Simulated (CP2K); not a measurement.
HfIn4SiO6 in CP2K: the effect of functional

The system is HfIn4SiO6.

```
CELL_PARAMETERS angstrom
5.43134 0.00000 0.00000
-2.71529 4.70390 0.00000
-0.92829 -1.60769 7.40700
ATOMIC_POSITIONS crystal
Hf 0.78835 0.21165 0.00000
In 0.62175 0.37825 0.50000
In 0.45502 0.54498 0.00000
In 0.28407 0.71593 0.50000
In 0.95814 0.04186 0.50000
Si 0.12168 0.87832 0.00000
O 0.06219 0.11415 0.86666
O 0.88585 0.93781 0.13334
O 0.79490 0.53784 0.86663
O 0.46216 0.20510 0.13337
O 0.15352 0.62879 0.13333
O 0.37121 0.84648 0.86667
```

The cell was built by a generator and needn't be a form met in nature.

Alike in all runs:

| Property | Result |
| --- | --- |
| Program | CP2K 2026.2 |
| Task | band structure |
| Potentials or basis | POTENTIAL_UZH Hf GTH-PBE-q12, In GTH-PBE-q13, Si GTH-PBE-q4, O GTH-PBE-q6; TZVP-MOLOPT-PBE-GTH basis |
| Density cutoff | 13606 eV |
| k mesh | 6 × 6 × 4 |
| Occupations | fermi-dirac, width 0.05 eV |
| Spin | no spin polarisation |

```csv
functional,pressure (GPa),largest force (eV/Å)
LDA,-6.0,0.40
PBEsol,-4.0,0.34
RPBE,?,?
```

Task: What does the run with functional RPBE give?

Result: Pressure 1.8 GPa; largest force 0.25 eV/Å.

Caveats: the potentials were made for another functional, which shifts forces and pressure; the basis of atomic orbitals isn't converged, which shifts pressures, moduli and gaps.
